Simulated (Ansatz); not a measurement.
**AlAsH₄: one structure at several levels**

An exercise on one series of results from a longer session: the logs are not shown, and one member is left open.

Method: single points in def2-TZVPP; program: Ansatz 0.2.0, Gaussian basis.

Correlated methods freeze the cores. Filled d shells of the heavier atoms are correlated.

2 further runs of the same task are left out: 2 that didn't finish.

## The starting structure

SMILES `[AlH2][AsH2]`, 6 atoms, charge 0, spin multiplicity 1.

Atoms are counted from 1 here; the program's logs count them from 0.

Bond lengths: Al1–As2 2.293 Å, Al1–H3 1.551 Å, Al1–H4 1.697 Å, As2–H5 1.534 Å, As2–H6 1.567 Å. Angles: As2–Al1–H3 132.6°, As2–Al1–H4 106.2°, H3–Al1–H4 120.0°, Al1–As2–H5 92.5°, Al1–As2–H6 90.0°, H5–As2–H6 91.1°.

Geometry (Å):

```xyz
6

Al   -0.2784   -0.7512   -0.1640
As   -0.3688    1.5381   -0.2683
H     0.7222   -1.7329    0.5005
H    -1.7895   -1.3103   -0.6981
H     1.1345    1.6508   -0.5529
H    -0.1122    1.6183    1.2750
```

Set-up of the first run:

run/in.yaml reads:

```yaml
crystal:
  periodic: [false, false, false]
  atoms:
    - {symbol: Al, position_ang: [-0.278448, -0.751169, -0.164030]}
    - {symbol: As, position_ang: [-0.368771, 1.538075, -0.268258]}
    - {symbol: H, position_ang: [0.722190, -1.732933, 0.500547]}
    - {symbol: H, position_ang: [-1.789486, -1.310285, -0.698100]}
    - {symbol: H, position_ang: [1.134486, 1.650795, -0.552864]}
    - {symbol: H, position_ang: [-0.112196, 1.618265, 1.275040]}
basis:
  gaussian: {orbitals: def2-TZVPP}
hamiltonian: {xc: pbe, dispersion: d4}
output: {forces: true}
```

Started as:

```bash
$ ansatz run in.yaml --threads 2 --pin off --events-out ev --progress --plain --max-ram 3481MiB
```

Among the steps run: PBE-D4/def2-TZVPP; r2SCAN-D4/def2-TZVPP; PBE0-D4/def2-TZVPP; wB97M-V/def2-TZVPP; CCSD(T)/def2-TZVPP.

One table of the session follows, with a row left open; its other results are not shown here.

| method | RMS force component (eV/Å) | angle to CCSD(T) forces (°) | dipole (D) |
| --- | --- | --- | --- |
| PBE-D4 | ? | ? | ? |
| r2SCAN-D4 | 0.795 | 2.7 | 1.06 |
| PBE0-D4 | 0.798 | 2.8 | 1.04 |
| wB97M-V | 0.816 | 3.0 | 1.04 |
| CCSD(T) | 0.837 | reference | 1.08 |

**Question.** Estimate the row for PBE-D4.

The run gave: RMS force component (eV/Å): 0.769; angle to CCSD(T) forces (°): 11.8; dipole (D): 0.96. In the column «RMS force component (eV/Å)» it is the lowest.

Limits of these values: CCSD(T) in triple zeta still lacks some correlation energy of the bonds, so part of these gaps is its own basis error and they don't rank the functionals.
